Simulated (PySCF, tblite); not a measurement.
**C4H7BCl2S: geometry, infrared bands and NMR shifts**

Wanted: the infrared bands and NMR shifts of C4H7BCl2S (`ClB(Cl)[C@H]1CCSC1`), by calculation.

The runs use tblite 0.8.0 and PySCF 2.14.0, with density-fitted response routines of our own; the level of theory stands in each step. All values are computed, except where a source is named. Atoms count from 0, in the outputs and in this text.

### 1 Starting geometry

15 atoms, charge 0, multiplicity 1; geometry from: force field or distance geometry start.

Bonds of the start (Å): Cl0–B1 1.84, B1–Cl2 1.86, B1–C3 1.60, C3–C4 1.52, C4–C5 1.52, C5–S6 1.82, S6–C7 1.83, C7–C3 1.53, C3–H8 1.10, C4–H9 1.11, C4–H10 1.11, C5–H11 1.11, C5–H12 1.11, C7–H13 1.11, C7–H14 1.11.

### 2 Relaxing the molecule with GFN2-xTB

The job: settings as JSON, then the geometry in Å.

```
{"job": {"kind": "relax", "xc": "GFN2-xTB", "basis": "xTB"}, "charge": 0, "multiplicity": 1}
Cl     3.200700     1.538000    -0.430800
B      2.020200     0.201600     0.042500
Cl     2.711300    -1.452800     0.549000
C      0.443700     0.474400     0.019000
C     -0.289800    -0.467400    -0.916400
C     -1.777000    -0.306300    -0.636300
S     -1.984400     0.035600     1.140700
C     -0.194400     0.293900     1.400300
H      0.282900     1.511800    -0.306600
H     -0.071600    -0.212000    -1.979000
H     -0.000800    -1.525800    -0.739100
H     -2.180600     0.552200    -1.205700
H     -2.333300    -1.222400    -0.907800
H      0.203900    -0.607300     1.916400
H     -0.035400     1.194500     2.031800
```

Launch:

```bash
$ OMP_NUM_THREADS=1 python probes_run.py task.json out
```

This one command runs all jobs of the session in turn.

**Question.** This job is followed by: GFN2-xTB harmonic vibrations, gas phase; GIAO PBE0/pcSseg-1 NMR shielding, non-relativistic, gas phase. What will the session give for the following? strongest single infrared mode (GFN2-xTB); zero-point energy (GFN2-xTB); ¹³C shifts against TMS (PBE0/pcSseg-1); ¹H shifts against TMS (PBE0/pcSseg-1); ³⁵Cl shifts against HCl (PBE0/pcSseg-1, means over atoms taken as alike); ¹¹B shifts against BF3·OEt2 (PBE0/pcSseg-1); ³³S shifts against CS2 (PBE0/pcSseg-1).

As calculated:

| quantity | value |
| --- | --- |
| strongest single infrared mode (GFN2-xTB) | 782 cm⁻¹, 86 km/mol |
| zero-point energy (GFN2-xTB) | 67.3 kcal/mol |
| ¹³C shifts against TMS (PBE0/pcSseg-1) | 49.4, 41.9, 39.7, 38.6 ppm |
| ¹H shifts against TMS (PBE0/pcSseg-1) | 3.01, 2.95, 2.93, 2.80, 2.02, 1.84, 1.66 ppm |
| ³⁵Cl shifts against HCl (PBE0/pcSseg-1, means over atoms taken as alike) | 277 ppm |
| ¹¹B shifts against BF3·OEt2 (PBE0/pcSseg-1) | 64.5 ppm |
| ³³S shifts against CS2 (PBE0/pcSseg-1) | -1 ppm |

**Reading.** Over 41 steps the energy fell by 0.410 eV; of the close pairs, B1–Cl2 changed most, 1.863 to 1.716 Å. No mode is imaginary among the 39: a minimum at this level. The strongest single mode, at 782 cm⁻¹, moves mainly B1. GFN2-xTB is a fitted tight-binding method: band positions and strengths are rough. Its intensities can rank the bands wrongly. At PBE0/pcSseg-1: The largest span, 538 ppm, is at Cl0, Cl2, where the paramagnetic term is -474 ppm.
